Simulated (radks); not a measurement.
# Si in [Ne] 3s1.75 3p2 4p0.25: an all-electron calculation

The task here is to estimate one member of a computed series from the others.

The numbers are computed with radks (a radial shooting solver on a logarithmic mesh, Libxc functionals) version 1 (scalar-relativistic Kohn-Sham, r2SCAN, spin-unpolarised, spherical densities, finite nucleus), except any that are marked as measured or tabulated.

**What is computed**

| Quantity | Value |
| --- | --- |
| element | silicon (Z = 14) |
| charge | 0 |
| electrons | 14 |
| configuration | [Ne] 3s1.75 3p2 4p0.25 |
| nuclear rms radius | 3.1224 fm |

The first run:

The run's settings:

```text
Z 14
configuration [Ne] 3s1.75 3p2 4p0.25 4s0 3d0
relativity scalar-relativistic
functional r2scan,r2scan
spin unpolarised
nucleus finite rms 3.1224 fm
c 137.035999084
```

The run is started by

```
$ python run_ks.py task.json out
```

The same process makes all the runs of this session.

One of the session's tables, all rows but one given; the rest of the session is left out.

It belongs to the step «Radial structure». Sizes of the orbitals, from the radial functions (bohr):

```
level     <r>  outermost maximum (interpolated)  90 % within  nodes
   1s  0.1113                            0.0726        0.199      0
   2s  0.5654                             0.454        0.890      1
   2p  0.5363                             0.389        0.899      0
   3s       ?                                 ?            ?      ?
   3p   2.668                              2.12         4.18      1
   4s   10.56                              8.69         16.4      3
   4p   15.01                              13.8         21.8      2
   3d   18.69                              17.1         26.8      0
```

Estimate the missing values for 3s.

The run gave: <r>: 2.158; outermost maximum (interpolated): 1.79; 90 % within: 3.28; nodes: 2. In the column «<r>» it lies between 2s (0.5654) and 3p (2.668).
